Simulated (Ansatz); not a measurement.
**One shape, several levels: C2H7BOS (SMILES CSB(C)O)**

We compute a comparison of 4 runs (HF/3-21G, HF/def2-TZVP, PBE0/def2-SVP, MP2/6-31G**) of C2H7BOS. 

The calculation is run with Ansatz 0.2.0.

5 further runs of the same task are left out: 1 that didn't finish, 4 set aside as unsound or not needed.

### Step 1. Starting point

C2H7BOS has 12 atoms, charge 0, and is taken as a singlet. SMILES: `CSB(C)O`. Geometry: relaxed at PBE0-D4/def2-TZVP. This is one conformer, not always the lowest.

Bond lengths: C1–S2 1.806 Å, S2–B3 1.818 Å, B3–C4 1.565 Å, B3–O5 1.363 Å, C1–H6 1.089 Å, C1–H7 1.089 Å, C1–H8 1.089 Å, C4–H9 1.094 Å, C4–H10 1.091 Å, C4–H11 1.094 Å, O5–H12 0.961 Å. Some angles: C1–S2–B3 103.9°, S2–B3–C4 123.6°, S2–B3–O5 117.6°, C4–B3–O5 118.8°, S2–C1–H6 111.0°, S2–C1–H7 107.0°, S2–C1–H8 111.0°, B3–C4–H9 111.6°, B3–C4–H10 111.0°, B3–C4–H11 111.3°.

### Step 2. Energy and gradient at HF/3-21G (run 1)

The input, run.yaml:

```yaml
crystal:
  periodic: [false, false, false]
  atoms:
    - symbol: C
      position_ang: [-1.402400, 0.165000, 1.280100]
    - symbol: S
      position_ang: [-0.420800, 1.448300, 0.472000]
    - symbol: B
      position_ang: [0.714300, 0.518900, -0.600900]
    - symbol: C
      position_ang: [0.724300, -1.043000, -0.704600]
    - symbol: O
      position_ang: [1.599400, 1.231600, -1.353000]
    - symbol: H
      position_ang: [-1.952200, -0.425200, 0.548600]
    - symbol: H
      position_ang: [-2.113100, 0.671400, 1.931900]
    - symbol: H
      position_ang: [-0.772100, -0.487100, 1.883100]
    - symbol: H
      position_ang: [0.905800, -1.509400, 0.268500]
    - symbol: H
      position_ang: [1.495500, -1.384900, -1.397200]
    - symbol: H
      position_ang: [-0.240600, -1.425300, -1.051800]
    - symbol: H
      position_ang: [1.538900, 2.184300, -1.242900]
basis:
  gaussian:
    orbitals: 3-21G.json
total_charge: 0
hamiltonian:
  xc: hf
accuracy: high
output: {forces: true, orbitals: {seedname: orbitals}}
```

The basis set 3-21G is read from a file made from the Basis Set Exchange's data (not shown).

Run with:

```sh
$ ansatz run run.yaml --threads 1 --pin off --max-ram 2610MiB --events-out events.jsonl --progress --plain --runs-dir runs
```

The log of the run:

```text
Warning: RAYON_NUM_THREADS=1 ignored (pool sized by the plan → 1); use --threads N
Functional definition: HF
  name "HF"
  exchange = exact_x
  correlation = 0
1509 factors; integrals over basis functions are off by at most 1.8e-8 eV
mean field evaluation 1: about -15617.0993 eV, gradient 3.2e1 eV
mean field evaluation 2: about -15617.4680 eV, gradient 3.3e1 eV
mean field evaluation 4: about -15619.8570 eV, gradient 3.1e0 eV
mean field evaluation 8: about -15619.8882 eV, gradient 1.4e-1 eV
mean field evaluation 16: about -15619.8883 eV, gradient 2.5e-8 eV
mean field -15619.88830337 eV, -574.0203076083 hartree, gradient 2.5e-8 eV, S^2 0.000000; 0 other end points of the search recorded, 0 dependent functions left out
the calculation of the forces begins
reference -15619.88830337 eV, -574.0203076083 hartree; 24, 24 occupied and 39, 39 virtual orbitals, 1509 factors
Total energy: -15619.88830337 eV, -574.0203076083 hartree
Atom 0 at    -1.402400     0.165000     1.280100 Å, force    -1.211152    -1.237926     1.020783 eV/Å
Atom 1 at    -0.420800     1.448300     0.472000 Å, force     0.261265     1.401328    -0.154487 eV/Å
Atom 2 at     0.714300     0.518900    -0.600900 Å, force     0.310244    -1.034062    -0.335768 eV/Å
Atom 3 at     0.724300    -1.043000    -0.704600 Å, force    -0.066275    -0.392204     0.037793 eV/Å
Atom 4 at     1.599400     1.231600    -1.353000 Å, force     0.130584     0.413928    -0.093689 eV/Å
Atom 5 at    -1.952200    -0.425200     0.548600 Å, force     0.189791     0.198456     0.268811 eV/Å
Atom 6 at    -2.113100     0.671400     1.931900 Å, force     0.238652    -0.219171    -0.220018 eV/Å
Atom 7 at    -0.772100    -0.487100     1.883100 Å, force    -0.237196     0.224136    -0.214223 eV/Å
Atom 8 at     0.905800    -1.509400     0.268500 Å, force     0.001506     0.045510    -0.189648 eV/Å
Atom 9 at     1.495500    -1.384900    -1.397200 Å, force    -0.185354     0.136201     0.170628 eV/Å
Atom 10 at    -0.240600    -1.425300    -1.051800 Å, force     0.184538     0.030129     0.027958 eV/Å
Atom 11 at     1.538900     2.184300    -1.242900 Å, force     0.383397     0.433676    -0.318139 eV/Å
Dipole moment:    -0.150732    -0.167929     0.124811 e Å
```

Wall time 7.5 s (1 thread of Intel Xeon at 2.50GHz (Skylake/Cascade Lake), shared host).

### Step 3. Energy and gradient at HF/def2-TZVP (run 2)

The input, input.yaml:

```yaml
crystal:
  periodic: [false, false, false]
  atoms:
    - {symbol: C, position_ang: [-1.402400, 0.165000, 1.280100]}
    - {symbol: S, position_ang: [-0.420800, 1.448300, 0.472000]}
    - {symbol: B, position_ang: [0.714300, 0.518900, -0.600900]}
    - {symbol: C, position_ang: [0.724300, -1.043000, -0.704600]}
    - {symbol: O, position_ang: [1.599400, 1.231600, -1.353000]}
    - {symbol: H, position_ang: [-1.952200, -0.425200, 0.548600]}
    - {symbol: H, position_ang: [-2.113100, 0.671400, 1.931900]}
    - {symbol: H, position_ang: [-0.772100, -0.487100, 1.883100]}
    - {symbol: H, position_ang: [0.905800, -1.509400, 0.268500]}
    - {symbol: H, position_ang: [1.495500, -1.384900, -1.397200]}
    - {symbol: H, position_ang: [-0.240600, -1.425300, -1.051800]}
    - {symbol: H, position_ang: [1.538900, 2.184300, -1.242900]}
basis:
  gaussian: {orbitals: def2-TZVP}
output: {forces: true, orbitals: {seedname: orbitals}}
accuracy: high
hamiltonian: {xc: hf}
```

Run with:

```sh
$ ansatz run input.yaml --threads 1 --pin off --max-ram 2610MiB --events-out events.jsonl --progress --plain --runs-dir runs
```

The log of the run:

```text
Warning: RAYON_NUM_THREADS=1 ignored (pool sized by the plan → 1); use --threads N
[... 4 set-up lines as earlier in the session ...]
3781 factors; integrals over basis functions are off by at most 2.5e-8 eV
mean field evaluation 1: about -15698.3857 eV, gradient 4.3e1 eV
mean field evaluation 2: about -15698.5936 eV, gradient 4.3e1 eV
mean field evaluation 4: about -15702.6633 eV, gradient 4.5e0 eV
mean field evaluation 8: about -15702.7357 eV, gradient 2.8e-1 eV
mean field evaluation 16: about -15702.7362 eV, gradient 2.4e-8 eV
mean field -15702.73620429 eV, -577.0649118107 hartree, gradient 5.1e-8 eV, S^2 0.000000; 0 other end points of the search recorded, 0 dependent functions left out
the calculation of the forces begins
reference -15702.73620429 eV, -577.0649118107 hartree; 24, 24 occupied and 179, 179 virtual orbitals, 3781 factors
Total energy: -15702.73620429 eV, -577.0649118107 hartree
Atom 0 at    -1.402400     0.165000     1.280100 Å, force    -0.287693    -0.247864     0.249091 eV/Å
Atom 1 at    -0.420800     1.448300     0.472000 Å, force    -0.124343     0.161494     0.120320 eV/Å
Atom 2 at     0.714300     0.518900    -0.600900 Å, force     0.474112     0.287724    -0.407524 eV/Å
Atom 3 at     0.724300    -1.043000    -0.704600 Å, force     0.028687    -0.590436    -0.059097 eV/Å
Atom 4 at     1.599400     1.231600    -1.353000 Å, force    -0.381189     0.892837     0.393788 eV/Å
Atom 5 at    -1.952200    -0.425200     0.548600 Å, force     0.155371     0.184033     0.251399 eV/Å
Atom 6 at    -2.113100     0.671400     1.931900 Å, force     0.199524    -0.168310    -0.183091 eV/Å
Atom 7 at    -0.772100    -0.487100     1.883100 Å, force    -0.225029     0.205898    -0.177340 eV/Å
Atom 8 at     0.905800    -1.509400     0.268500 Å, force    -0.017305     0.118445    -0.245285 eV/Å
Atom 9 at     1.495500    -1.384900    -1.397200 Å, force    -0.200949     0.085521     0.180863 eV/Å
Atom 10 at    -0.240600    -1.425300    -1.051800 Å, force     0.242387     0.098028     0.059339 eV/Å
Atom 11 at     1.538900     2.184300    -1.242900 Å, force     0.136426    -1.027371    -0.182464 eV/Å
Dipole moment:    -0.195706    -0.125527     0.168110 e Å
```

Run time: 96 s. Hardware: 1 thread of Intel Xeon at 2.50GHz (Skylake/Cascade Lake), shared host; peak memory 1.1 GiB.

Run 3 isn't shown in full; the table further down has it.

### Step 4. Energy and forces at MP2/6-31G(d,p) (spherical functions) (run 4)

The input, molecule.yaml:

```yaml
crystal:
  periodic: [false, false, false]
  atoms:
    - {symbol: C, position_ang: [-1.402400, 0.165000, 1.280100]}
    - {symbol: S, position_ang: [-0.420800, 1.448300, 0.472000]}
    - {symbol: B, position_ang: [0.714300, 0.518900, -0.600900]}
    - {symbol: C, position_ang: [0.724300, -1.043000, -0.704600]}
    - {symbol: O, position_ang: [1.599400, 1.231600, -1.353000]}
    - {symbol: H, position_ang: [-1.952200, -0.425200, 0.548600]}
    - {symbol: H, position_ang: [-2.113100, 0.671400, 1.931900]}
    - {symbol: H, position_ang: [-0.772100, -0.487100, 1.883100]}
    - {symbol: H, position_ang: [0.905800, -1.509400, 0.268500]}
    - {symbol: H, position_ang: [1.495500, -1.384900, -1.397200]}
    - {symbol: H, position_ang: [-0.240600, -1.425300, -1.051800]}
    - {symbol: H, position_ang: [1.538900, 2.184300, -1.242900]}
basis:
  gaussian:
    orbitals: 6-31G_st__st_-spherical.json
correlation:
  method: mp2
  frozen_orbitals: {B: 1, C: 1, H: 0, O: 1, S: 5}
accuracy: high
output: {forces: true, orbitals: {seedname: orbitals}}
```

The basis set 6-31G** is read from a file made from the Basis Set Exchange's data (not shown).

Run with:

```sh
$ ansatz run molecule.yaml --threads 1 --pin off --max-ram 2610MiB --events-out events.jsonl --progress --plain --runs-dir runs
```

The log of the run:

```text
Warning: RAYON_NUM_THREADS=1 ignored (pool sized by the plan → 1); use --threads N
[... 4 set-up lines as earlier in the session ...]
2635 factors; integrals over basis functions are off by at most 1.4e-8 eV
mean field evaluation 1: about -15697.1315 eV, gradient 3.5e1 eV
mean field evaluation 2: about -15697.2061 eV, gradient 3.5e1 eV
mean field evaluation 4: about -15700.1381 eV, gradient 3.9e0 eV
mean field evaluation 8: about -15700.1867 eV, gradient 2.0e-1 eV
mean field evaluation 16: about -15700.1870 eV, gradient 2.9e-8 eV
mean field -15700.18696930 eV, -576.9712291527 hartree, gradient 2.9e-8 eV, S^2 0.000000; 0 other end points of the search recorded, 0 dependent functions left out
9 core orbitals not correlated: weight in the atoms' cores, before any rotation towards them, 1.000 or more for the frozen orbitals, at most 0.000 for the correlated occupied ones
reference -15700.18696930 eV, -576.9712291527 hartree; 15, 15 occupied and 85, 85 virtual orbitals, 2635 factors
second order -18.45533719 eV of doubles, -0.00000000 eV of singles
the calculation of the forces begins
Total energy: -15718.64230649 eV, -577.6494502849 hartree
Atom 0 at    -1.402400     0.165000     1.280100 Å, force    -0.067463    -0.151265     0.059612 eV/Å
Atom 1 at    -0.420800     1.448300     0.472000 Å, force     0.032977     0.229678    -0.018363 eV/Å
Atom 2 at     0.714300     0.518900    -0.600900 Å, force    -0.241275     0.041681     0.222460 eV/Å
Atom 3 at     0.724300    -1.043000    -0.704600 Å, force     0.009743    -0.330179    -0.031212 eV/Å
Atom 4 at     1.599400     1.231600    -1.353000 Å, force     0.326683    -0.107744    -0.300154 eV/Å
Atom 5 at    -1.952200    -0.425200     0.548600 Å, force     0.021367     0.018104     0.093732 eV/Å
Atom 6 at    -2.113100     0.671400     1.931900 Å, force     0.044143    -0.074577    -0.042157 eV/Å
Atom 7 at    -0.772100    -0.487100     1.883100 Å, force    -0.094324     0.026304    -0.034160 eV/Å
Atom 8 at     0.905800    -1.509400     0.268500 Å, force    -0.002610     0.057832    -0.089399 eV/Å
Atom 9 at     1.495500    -1.384900    -1.397200 Å, force    -0.072338     0.050373     0.066823 eV/Å
Atom 10 at    -0.240600    -1.425300    -1.051800 Å, force     0.089301     0.048568     0.019826 eV/Å
Atom 11 at     1.538900     2.184300    -1.242900 Å, force    -0.046203     0.191224     0.052993 eV/Å
Dipole moment:    -0.143553    -0.095625     0.122750 e Å
```

Run time: 44 s. Hardware: 1 thread of Intel Xeon at 2.50GHz (Skylake/Cascade Lake), shared host; peak memory 0.52 GiB.

### Step 5. All runs side by side

| run | level | frozen core orbitals | energy (Eh) | dipole moment (D) | HOMO energy (eV) | LUMO energy (eV) | wall time |
| --- | --- | --- | --- | --- | --- | --- | --- |
| 1 | HF/3-21G | – | -574.020308 | 1.24 | -9.95 | 4.76 | 7.5 s |
| 2 | HF/def2-TZVP | – | -577.064912 | 1.38 | -9.85 | 3.22 | 96 s |
| 3 | PBE0/def2-SVP | – | -578.173151 | 1.09 | -6.94 | 0.84 | 38 s |
| 4 | MP2/6-31G** (spherical functions) | 9 | -577.649450 | 1.02 | -9.78 | 4.80 | 44 s |

### Step 6. What came out

```
                                          quantity          value
                               run 4: total energy  -577.64945 Eh
         run 4: dipole moment (correlated density)         1.02 D
        run 4: HOMO energy (Hartree–Fock orbitals)       -9.78 eV
        run 4: LUMO energy (Hartree–Fock orbitals)        4.80 eV
      run 4: HOMO–LUMO gap (Hartree–Fock orbitals)       14.58 eV
run 4: correlation energy (9 core orbitals frozen)     -678.2 mEh
                   run 4: largest force on an atom     0.457 eV/Å
```

In words: The dipole moment (its size) runs from 1.02 D (MP2/6-31G**) to 1.38 D (HF/def2-TZVP). The two ends differ in method and basis. Over runs 1, 2, 3 the HOMO–LUMO gap runs from 7.78 eV (PBE0/def2-SVP) to 14.70 eV (HF/3-21G). All runs together took 3.1 min, the longest 96 s.
